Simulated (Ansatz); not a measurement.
# H5NO3Si: basis-set convergence

An exercise on one series of results from a longer session: the logs are not shown, and one member is left open.

Program: Ansatz 0.2.0, Gaussian basis. Level of theory: one geometry, several basis sets. These are calculated values, not measurements.

Levels to be run: PBE0-D4/def2-SVP; ωB97M-V/def2-SVP; PBE0-D4/def2-QZVPP; ωB97M-V/def2-QZVPP; the functionals' def2-TZVPP values are taken from earlier runs.

## Structure used throughout

All runs share one geometry, relaxed beforehand with PBE0-D4 in a triple-zeta def2 set.

SMILES `N[Si](O)(O)O`, 10 atoms, charge 0, spin multiplicity 1.

Atoms are counted from 1 here; the program's logs count them from 0.

Bond lengths: N1–Si2 1.697 Å, N1–H6 1.006 Å, N1–H7 1.006 Å, Si2–O3 1.640 Å, Si2–O4 1.634 Å, Si2–O5 1.642 Å, O3–H8 0.958 Å, O4–H9 0.958 Å, O5–H10 0.958 Å. Angles: Si2–N1–H6 119.6°, Si2–N1–H7 121.3°, H6–N1–H7 111.9°, N1–Si2–O3 118.5°, N1–Si2–O4 103.5°, N1–Si2–O5 108.9°, O3–Si2–O4 107.2°, O3–Si2–O5 103.3°, O4–Si2–O5 116.0°, Si2–O3–H8 115.6°, Si2–O4–H9 115.3°, Si2–O5–H10 115.8°.

The first run:

in.yaml reads:

```yaml
crystal:
  periodic: [false, false, false]
  atoms:
    - {symbol: N, position_ang: [1.056241, -1.087026, 0.091188]}
    - {symbol: Si, position_ang: [-0.160132, 0.094495, 0.023328]}
    - {symbol: O, position_ang: [-0.099921, 1.343267, 1.085388]}
    - {symbol: O, position_ang: [-1.526140, -0.744125, 0.341410]}
    - {symbol: O, position_ang: [-0.097441, 0.839222, -1.438325]}
    - {symbol: H, position_ang: [0.975717, -1.846491, 0.746417]}
    - {symbol: H, position_ang: [2.016609, -0.859756, -0.102561]}
    - {symbol: H, position_ang: [0.175745, 2.184976, 0.720394]}
    - {symbol: H, position_ang: [-2.237229, -0.235964, 0.733755]}
    - {symbol: H, position_ang: [-0.020551, 0.260303, -2.197993]}
basis:
  gaussian: {orbitals: def2-SVP}
hamiltonian: {xc: pbe0, dispersion: d4}
output: {orbitals: {seedname: orbitals}}
```

Steps of the session up to this table: PBE0-D4 in def2-SVP; ωB97M-V in def2-SVP; PBE0-D4 in def2-QZVPP; ωB97M-V in def2-QZVPP.

One table of the session follows, with a row left open; its other results are not shown here.

```
functional       basis  HOMO (eV)  LUMO (eV)
   PBE0-D4    def2-SVP      -7.26       1.32
   PBE0-D4  def2-TZVPP          ?          ?
   PBE0-D4  def2-QZVPP      -7.67       0.17
   ωB97M-V    def2-SVP      -9.68       2.94
   ωB97M-V  def2-TZVPP     -10.02       2.01
   ωB97M-V  def2-QZVPP     -10.09       1.39
```

Q: Estimate the row for PBE0-D4, def2-TZVPP from the others.

As computed: HOMO (eV): -7.59; LUMO (eV): 0.59. In the column «HOMO (eV)» it lies between PBE0-D4, def2-QZVPP (-7.67) and PBE0-D4, def2-SVP (-7.26).
